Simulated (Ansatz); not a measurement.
# CH7NSn (SMILES C[NH][SnH3]): BLYP/def2-SVP (core potential)

What is the energy change on altering one bond length of CH7NSn at BLYP/def2-SVP (core potential)? 

Program for the calculation: Ansatz 0.2.0.

74 further runs of the same task are left out: 74 set aside as unsound or not needed.

## 1. The molecule

CH7NSn has 10 atoms, charge 0, and is taken as a singlet. SMILES: `C[NH][SnH3]`. The shape is that of a PBE0-D4/def2-TZVP optimisation.

Bond lengths: C1–N2 1.451 Å, N2–Sn3 2.028 Å, C1–H4 1.095 Å, C1–H5 1.094 Å, C1–H6 1.101 Å, N2–H7 1.011 Å, Sn3–H8 1.705 Å, Sn3–H9 1.706 Å, Sn3–H10 1.718 Å. Some angles: C1–N2–Sn3 118.3°, C1–N2–H7 111.0°, Sn3–N2–H7 112.3°, N2–C1–H4 110.3°, N2–C1–H5 109.7°, N2–C1–H6 115.2°, N2–Sn3–H8 106.4°, N2–Sn3–H9 105.8°, N2–Sn3–H10 112.2°, H4–C1–H5 106.6°.

## 2. The energy at BLYP/def2-SVP (core potential)

molecule.yaml reads:

```yaml
crystal:
  periodic: [false, false, false]
  atoms:
    - {symbol: C, position_ang: [-0.898400, 0.758000, -0.879200]}
    - {symbol: N, position_ang: [-0.343000, -0.532900, -0.516500]}
    - {symbol: Sn, position_ang: [0.897300, -0.629400, 1.085100]}
    - {symbol: H, position_ang: [-1.664200, 0.637600, -1.652700]}
    - {symbol: H, position_ang: [-1.396800, 1.201100, -0.011700]}
    - {symbol: H, position_ang: [-0.168200, 1.494600, -1.247500]}
    - {symbol: H, position_ang: [0.037300, -1.004000, -1.326200]}
    - {symbol: H, position_ang: [1.451700, -2.239000, 1.169900]}
    - {symbol: H, position_ang: [-0.052600, -0.195500, 2.433700]}
    - {symbol: H, position_ang: [2.220200, 0.458400, 0.948000]}
basis:
  gaussian:
    orbitals: def2-SVP
total_charge: 0
hamiltonian:
  xc: {name: BLYP}
accuracy: high
output: {orbitals: {seedname: orbitals}}
```

Started as:

```bash
$ ansatz run molecule.yaml --threads 1 --pin off --max-ram 3480MiB --events-out events.jsonl --progress --plain --runs-dir runs
```

The program printed:

```text
Warning: RAYON_NUM_THREADS=1 ignored (pool sized by the plan → 1); use --threads N
Functional definition: BLYP
  name "BLYP"
  parameter beta = 0.0042
  parameter a = 0.04918
  parameter b = 0.132
  parameter c = 0.2533
  parameter d = 0.349
  exchange = b88_x(beta = beta)
  correlation = lyp_c(a = a, b = b, c = c, d = d)
2266 factors; integrals over basis functions are off by at most 3.0e-9 eV
mean field evaluation 1: about -8455.4393 eV, gradient 6.8e1 eV
mean field evaluation 2: about -8365.5260 eV, gradient 1.6e2 eV
mean field evaluation 4: about -8465.8784 eV, gradient 1.3e1 eV
mean field evaluation 8: about -8466.2689 eV, gradient 7.1e-1 eV
mean field evaluation 16: about -8466.2704 eV, gradient 1.3e-4 eV
mean field -8466.27037999 eV, -311.1296978205 hartree, gradient 2.0e-8 eV, S^2 0.000000; 0 other end points of the search recorded, 0 dependent functions left out
reference -8466.27044211 eV, -311.1297001034 hartree; 21, 21 occupied and 68, 68 virtual orbitals, 2266 factors
Total energy: -8466.27044211 eV, -311.1297001034 hartree
```

Wall time 6.6 s (1 thread of Arm Neoverse V2, shared host); peak memory 0.25 GiB.

## 3. The distorted shape, same level

input.yaml reads:

```yaml
crystal:
  periodic: [false, false, false]
  atoms:
    - {symbol: C, position_ang: [-2.485870, -0.547352, -0.714681]}
    - {symbol: "N", position_ang: [-1.930470, -1.838252, -0.351981]}
    - {symbol: Sn, position_ang: [-0.690170, -1.934752, 1.249619]}
    - {symbol: H, position_ang: [-3.251670, -0.667752, -1.488181]}
    - {symbol: H, position_ang: [-2.984270, -0.104252, 0.152819]}
    - {symbol: H, position_ang: [-1.755670, 0.189248, -1.082981]}
    - {symbol: H, position_ang: [-1.550170, -2.309352, -1.161681]}
    - {symbol: H, position_ang: [-0.135770, -3.544352, 1.334419]}
    - {symbol: H, position_ang: [-1.640070, -1.500852, 2.598219]}
    - {symbol: H, position_ang: [2.220200, 0.458400, 0.948000]}
basis:
  gaussian:
    orbitals: def2-SVP
accuracy: high
hamiltonian:
  xc: {name: BLYP}
output: {orbitals: {seedname: orbitals}}
```

Started as:

```bash
$ ansatz run input.yaml --threads 1 --pin off --max-ram 3480MiB --events-out events.jsonl --progress --plain --runs-dir runs
```

The program printed:

```text
Warning: RAYON_NUM_THREADS=1 ignored (pool sized by the plan → 1); use --threads N
Functional definition: BLYP
  name "BLYP"
  parameter beta = 0.0042
  parameter a = 0.04918
  parameter b = 0.132
  parameter c = 0.2533
  parameter d = 0.349
  exchange = b88_x(beta = beta)
  correlation = lyp_c(a = a, b = b, c = c, d = d)
2224 factors; integrals over basis functions are off by at most 8.8e-9 eV
mean field evaluation 1: about -8449.3530 eV, gradient 6.9e1 eV
mean field evaluation 2: about -8356.3189 eV, gradient 1.6e2 eV
mean field evaluation 4: about -8454.5112 eV, gradient 4.1e1 eV
mean field evaluation 8: about -8460.5820 eV, gradient 1.7e1 eV
mean field evaluation 16: about -8463.1313 eV, gradient 6.7e-4 eV
mean field -8463.13127695 eV, -311.0143379116 hartree, gradient 3.2e-8 eV, S^2 0.000000; 0 other end points of the search recorded, 0 dependent functions left out
reference -8463.13134495 eV, -311.0143404103 hartree; 21, 21 occupied and 68, 68 virtual orbitals, 2224 factors
Total energy: -8463.13134495 eV, -311.0143404103 hartree
```

It took 7.2 s on 1 thread of Arm Neoverse V2, shared host; peak memory 0.24 GiB.

## 4. Results

Level: BLYP/def2-SVP (core potential).

| quantity | value |
| --- | --- |
| first shape: total energy | -311.12970 Eh |
| first shape: HOMO energy | -4.77 eV |
| first shape: LUMO energy | -0.34 eV |
| first shape: HOMO–LUMO gap | 4.43 eV |
| distorted shape: total energy | -311.01434 Eh |
| distorted shape: HOMO energy | -4.71 eV |
| distorted shape: LUMO energy | -3.90 eV |
| distorted shape: HOMO–LUMO gap | 0.80 eV |
| energy change with the Sn3–H10 bond stretched from 1.718 to 3.780 Å | 3.139 eV |

**Reading.** One bond (distorted shape) is far stretched, which a spin-restricted single reference describes badly; a broken-symmetry solution may lie lower. With the Sn3–H10 bond stretched from 1.718 to 3.780 Å the energy rises by 3.14 eV (303 kJ/mol). The first shape isn't relaxed at this level, so the change isn't measured from a minimum. A restricted reference can't describe the breaking bond well at this length.
